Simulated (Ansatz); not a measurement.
Geometry optimisation, Ansatz 0.2.0, DFT LDA, scalar-relativistic, plane waves, PAW.

input.yaml

```yaml
crystal:
  lattice:
    - [5.621499, 0.0, 0.0]
    - [-2.810749, 5.75594, 0.0]
    - [0.0, 0.0, 18.7171]
  atoms:
    - { symbol: Pb, position: [0.71880048, 0.93760114, 0.15020606] }
    - { symbol: Pb, position: [0.40042834, 0.30085674, 0.08769614] }
    - { symbol: O, position: [0.0, 0.0, 0.05342708] }
    - { symbol: O, position: [0.49999999, 0.0, 0.05342708] }
    - { symbol: Pb, position: [0.33802955, 0.17605913, 0.28125409] }
    - { symbol: Pb, position: [0.01965729, 0.53931467, 0.21874418] }
    - { symbol: O, position: [0.61922894, 0.23845793, 0.18447512] }
    - { symbol: O, position: [0.11922895, 0.23845793, 0.18447512] }
    - { symbol: Pb, position: [0.95725849, 0.41451707, 0.41230213] }
    - { symbol: Pb, position: [0.63888623, 0.77777261, 0.34979222] }
    - { symbol: O, position: [0.23845789, 0.47691587, 0.31552315] }
    - { symbol: O, position: [0.73845788, 0.47691587, 0.31552315] }
    - { symbol: O, position: [0.13888624, 0.77777261, 0.44542692] }
    - { symbol: H, position: [0.517801, 1.20226888, 0.39573973] }
    - { symbol: H, position: [-0.0400935, 0.66975631, 0.46679775] }
basis:
  ecutwfc: 420.0
kpoints:
  mp_grid: { grid: [3, 3, 1] }
hamiltonian:
  xc: lda
scf:
  occupations: { method: gaussian, width: 0.02 }
  lower_state_search: "off"
relax:
  f_tol: 0.03
  max_steps: 60
  adjacent_minimum: "off"
  constraints: [{ sites: [1, 2, 3] }]
```

Launched with:

```bash
$ ansatz run input.yaml --threads 4 --pin off --max-ram 10240MiB --backend cpu --events-out ev --progress --plain --runs-dir out
```

Q: Where does it end, and by what steps?

A: The run converged. Limits of this set-up: coarse k mesh, thin slab, slab without dipole correction, no dispersion correction for a molecule that may bind weakly. After 29 steps the energy has fallen by 3.336 eV; O13 moved furthest, 2.57 Å. Parted: Pb9–H15 (1.92 → 3.13 Å). Joined: Pb10–O13 (3.33 → 2.19 Å).

| step | energy less start (eV) | largest force component (eV/Å) | accepted |
| --- | --- | --- | --- |
| 0 | 0.0000 | 2.819 | yes |
| 2 | -1.6530 | 2.557 | yes |
| 4 | -2.2108 | 1.006 | yes |
| 6 | -2.5802 | 0.867 | yes |
| 8 | -2.8821 | 0.615 | yes |
| 10 | -3.1247 | 0.585 | yes |
| 12 | -3.2249 | 0.798 | yes |
| 14 | -3.2477 | 0.342 | yes |
| 16 | -3.2555 | 0.100 | yes |
| 18 | -3.2596 | 0.187 | yes |
| 20 | -3.2706 | 0.309 | yes |
| 22 | -3.3050 | 0.223 | yes |
| 24 | -3.3202 | 0.352 | yes |
| 26 | -3.3302 | 0.173 | yes |
| 28 | -3.3358 | 0.032 | yes |
| 29 | -3.3365 | 0.019 | yes |

```xyz
15
Lattice="5.6215 0.0000 0.0000 -2.8107 5.7559 0.0000 0.0000 0.0000 18.7171" Properties=species:S:1:pos:R:3
Pb 1.404 5.566 2.495
Pb 1.405 1.732 1.641
O 0.000 0.000 1.000
O 2.811 0.000 1.000
Pb 1.387 1.224 5.231
Pb -1.416 3.174 3.846
O 2.820 1.399 3.457
O -0.039 1.409 3.459
Pb 4.055 2.910 7.511
Pb 1.343 4.702 5.955
O -0.049 2.997 5.727
O 2.795 3.023 5.649
O -3.885 3.899 7.952
H 0.977 6.715 7.320
H -3.956 4.567 8.659
```

Time of the run: 2.4 min on 4 threads of AMD EPYC 7B13 (Zen 3), with other jobs on the host, peak memory 1.2 GiB.
